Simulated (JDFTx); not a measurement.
Write the native input for JDFTx 1.7.0 (patched build) that does the following.

| Quantity | Value |
| --- | --- |
| Task | solvation |
| Functional | OLYP |
| Potentials or basis | PseudoDojo-SR-PBE-0.5-standard with smoothed tails |
| Cutoff | 1143 eV |
| Density cutoff | 4572 eV |
| k mesh | 1 × 1 × 1 |
| Occupations | fixed |
| Spin | no spin polarisation |
| Check on overlapping cores | none |
| Liquid model | LinearPCM |
| Variant of the liquid model | LA12 |
| Solvent | H2O |
| Local potential set to -Z/r beyond | 6 bohr |
| Bands | 5 |
| Density cutoff over wavefunction cutoff | 4 |
| Max SCF steps | 100 |
| SCF threshold on the energy | 1e-06 Ha |
| Solver of the electrons | minimize |
| Further solve for the empty bands | no |
| Start | saved state of an earlier run |

CO, in a box:

```xyz
2
Lattice="10.0000 0.0000 0.0000 0.0000 10.0000 0.0000 0.0000 0.0000 10.0000" Properties=species:S:1:pos:R:3 pbc="T T T"
C     5.4929    4.8659    5.2812
O     4.5331    5.1761    4.7868
```

One way to write it, as run:

fluid.in

```
lattice \
   10.0000000000     0.0000000000     0.0000000000 \
    0.0000000000    10.0000000000     0.0000000000 \
    0.0000000000     0.0000000000    10.0000000000
latt-scale 1.889726124626 1.889726124626 1.889726124626
coords-type Lattice
ion C      0.5492900000     0.4865900000     0.5281200000 1
ion O      0.4533100000     0.5176100000     0.4786800000 1

ion-species pseudo/C.upf
ion-species pseudo/O.upf
elec-cutoff 42
elec-ex-corr gga-x-optx gga-c-lyp
kpoint-folding 1 1 1
elec-n-bands 5
electronic-minimize nIterations 100 energyDiffThreshold 1e-06
fluid LinearPCM
pcm-variant LA12
fluid-solvent H2O
fluid-minimize nIterations 200 knormThreshold 1e-10
initial-state vacuum.$VAR
core-overlap-check none
forces-output-coords Cartesian

dump-name fluid.$VAR
dump End Ecomponents EigStats BandEigs Kpoints Forces
```

Potentials or basis: PseudoDojo-SR-PBE-0.5-standard with smoothed tails.

The run is started by

```sh
$ jdftx -c 1 -i fluid.in -o fluid.out
```

It gave:

The solvation energy is -0.085 eV.

Caveat: the cores' own exchange energy is taken off the total, which shifts forces and pressure where cores overlap; the liquid is a continuum model, checked here against plausible ranges alone.

Run time: 35 s on 1 thread of Intel(R) Xeon(R) 6975P-C (Granite Rapids), on a shared host, peak memory 0.43 GiB.
